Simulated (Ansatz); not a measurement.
# C₂H₄OSSi, SMILES [SiH3]OC=C=S: a ladder of methods at one geometry

Program: Ansatz 0.2.0 through its Python package.

The script, `c2h4ossi.py`:
```python
from pathlib import Path

import ansatz as az
import numpy as np

system = (
    az.Crystal.molecule()
    .atom("Si", (-1.5735, -0.0478, -0.3481))
    .atom("O", (0.0526, 0.1911, -0.6027))
    .atom("C", (0.9482, -0.0314, 0.4048))
    .atom("C", (2.2028, 0.1717, 0.1474))
    .atom("S", (3.9473, 0.448, -0.1907))
    .atom("H", (-2.0311, 0.8316, 0.7567))
    .atom("H", (-1.8053, -1.4588, 0.05))
    .atom("H", (-2.3318, 0.2591, -1.5849))
    .atom("H", (0.5907, -0.3637, 1.3674))
)

calculation = system.calculation().basis(gaussian="cc-pVDZ")

print("functional    E (Ha)        dipole (D)   HOMO (eV)  LUMO (eV)")
for name in ["hf", "r2scan", "lda", "revpbe", "pbe", "b3lyp"]:
    rep = calculation.functional(name).forces().orbitals().run(threads=1, pin="off", runs_dir="runs").report
    lines = Path(rep["orbitals_path"]).read_text().splitlines()
    field_of = lambda key: [line.split("=")[1].strip() for line in lines if line.startswith(key)]
    orbitals = [(27.211386 * float(e), s, float(n)) for e, s, n in zip(field_of("Ene="), field_of("Spin="), field_of("Occup="))]
    homo = max(e for e, _, n in orbitals if n > 0.5)
    lumo = min(e for e, _, n in orbitals if n < 0.5)
    dipole = 4.803205 * np.linalg.norm(rep["charge_distribution"]["dipole_moment_e_ang"])
    print(f"{name:10s} {rep['free_energy_ev'] / 27.211386246:14.6f} {dipole:9.3f} {homo:11.3f} {lumo:10.3f}")
```

`python c2h4ossi.py` gives:
```text
functional    E (Ha)        dipole (D)   HOMO (eV)  LUMO (eV)
hf            -839.311666     3.928      -8.936      0.744
r2scan        -841.310627     2.724      -5.445     -3.957
lda           -837.639738     2.467      -5.289     -4.178
revpbe        -841.275732     2.525      -5.135     -3.927
pbe           -840.947759     2.501      -5.173     -3.993
b3lyp         -841.486517     2.718      -6.087     -3.238
```

Reading the output:
- The settings weren't tested for convergence.
- The geometry is a force-field or estimated start, not a minimum of this method, and the basis set is short of its limit. A lower total doesn't mark the better method: functionals have no common bound, and MP2 and coupled cluster aren't variational.
- b3lyp holds the VWN-RPA fit, as in Gaussian; the form of ORCA and Turbomole is b3lyp5.
- Levels such as HOMO and LUMO are orbital energies: with these approximate functionals they aren't the ionisation energy and electron affinity, and their gap isn't the fundamental gap.
- For Al to Cl the sets with a tight d function, cc-pV(X+d)Z, are usual.
- Hardware and time: 21 s on 1 thread of Arm Neoverse V2 (shared host), peak memory 0.28 GiB.
